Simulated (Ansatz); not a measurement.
# H6C2O: the cost of one run

Program: Ansatz 0.2.0. Level of theory: DFT PBEsol, plane waves, PAW, scalar-relativistic, no spin polarisation. These are calculated values, not measurements.

**1. The system as given**

The cell holds 36 atoms (C8H24O4): a = 7.960 Å, b = 7.960 Å, c = 7.960 Å, α = 90.00°, β = 90.00°, γ = 90.00°.

The coordinates stand in the first input below.

**2. Preparing the start**

Contents of input.yaml:

```yaml
accuracy: low
crystal:
  lattice:
    - [7.960219, 0.0, 0.0]
    - [0.0, 7.960219, 0.0]
    - [0.0, 0.0, 7.960219]
  atoms:
    - { symbol: C, position: [0.1026217, 0.7355695, 0.1462154] }
    - { symbol: C, position: [-0.0049962, 0.7568253, -0.0088407] }
    - { symbol: O, position: [0.0707815, 0.6600437, -0.1393026] }
    - { symbol: H, position: [0.0023908, 0.6729758, -0.2395268] }
    - { symbol: H, position: [-0.1337097, 0.7135722, 0.0163152] }
    - { symbol: H, position: [-0.0119451, 0.890195, -0.0439843] }
    - { symbol: H, position: [0.0508535, 0.8071621, 0.2513795] }
    - { symbol: H, position: [0.1084842, 0.6031656, 0.1815056] }
    - { symbol: H, position: [0.2301044, 0.779579, 0.1212776] }
    - { symbol: C, position: [0.6619832, 0.0529514, 0.9309353] }
    - { symbol: C, position: [0.5823431, 0.1930993, 0.8304771] }
    - { symbol: O, position: [0.425705, 0.2315981, 0.9086539] }
    - { symbol: H, position: [0.3735969, 0.3216271, 0.8448654] }
    - { symbol: H, position: [0.6652243, 0.3035493, 0.8289516] }
    - { symbol: H, position: [0.5637026, 0.1531445, 0.699607] }
    - { symbol: H, position: [0.7832277, 0.0174698, 0.8770303] }
    - { symbol: H, position: [0.6813497, 0.0932659, 1.0605896] }
    - { symbol: H, position: [0.5799485, -0.0569606, 0.9313985] }
    - { symbol: C, position: [0.441846, 0.396299, 0.4339653] }
    - { symbol: C, position: [0.270653, 0.4157438, 0.3540236] }
    - { symbol: O, position: [0.2704631, 0.3162459, 0.2049285] }
    - { symbol: H, position: [0.1608208, 0.3279991, 0.1526803] }
    - { symbol: H, position: [0.1723081, 0.3738561, 0.4414566] }
    - { symbol: H, position: [0.2466365, 0.5485546, 0.3247777] }
    - { symbol: H, position: [0.4500557, 0.4700143, 0.5495662] }
    - { symbol: H, position: [0.4649964, 0.2644642, 0.4638684] }
    - { symbol: H, position: [0.5392367, 0.4389555, 0.3473279] }
    - { symbol: C, position: [0.6968947, 0.680289, 0.5719819] }
    - { symbol: C, position: [0.8037211, 0.7983244, 0.4683885] }
    - { symbol: O, position: [0.912001, 0.884904, 0.5820049] }
    - { symbol: H, position: [0.9811803, 0.9611094, 0.516458] }
    - { symbol: H, position: [0.8766765, 0.7270821, 0.3752603] }
    - { symbol: H, position: [0.7234073, 0.8870251, 0.3994486] }
    - { symbol: H, position: [0.6106417, 0.6097848, 0.4916419] }
    - { symbol: H, position: [0.7768497, 0.5916427, 0.6395066] }
    - { symbol: H, position: [0.6237624, 0.7513959, 0.6636662] }
basis:
  ecutwfc: 420.0
kpoints:
  mp_grid: { grid: [1, 1, 1] }
hamiltonian:
  xc: pbesol
scf:
  occupations: { method: fermi_dirac, width: 0.05 }
  lower_state_search: "off"
relax:
  f_tol: 0.3
  max_steps: 15
  adjacent_minimum: "off"
output:
  write_density: true
  write_potential: true
  elf: true
  volumetric_format: npy
```

The run is started by

```sh
$ ansatz run input.yaml --threads 1 --pin off --max-ram 3072MiB --backend cpu --events-out ev --progress --plain --runs-dir out
```

Q: Estimate wall time and peak memory on 1 thread of Arm Neoverse V1, shared host.

About 17 s, with a peak of 0.46 GiB.
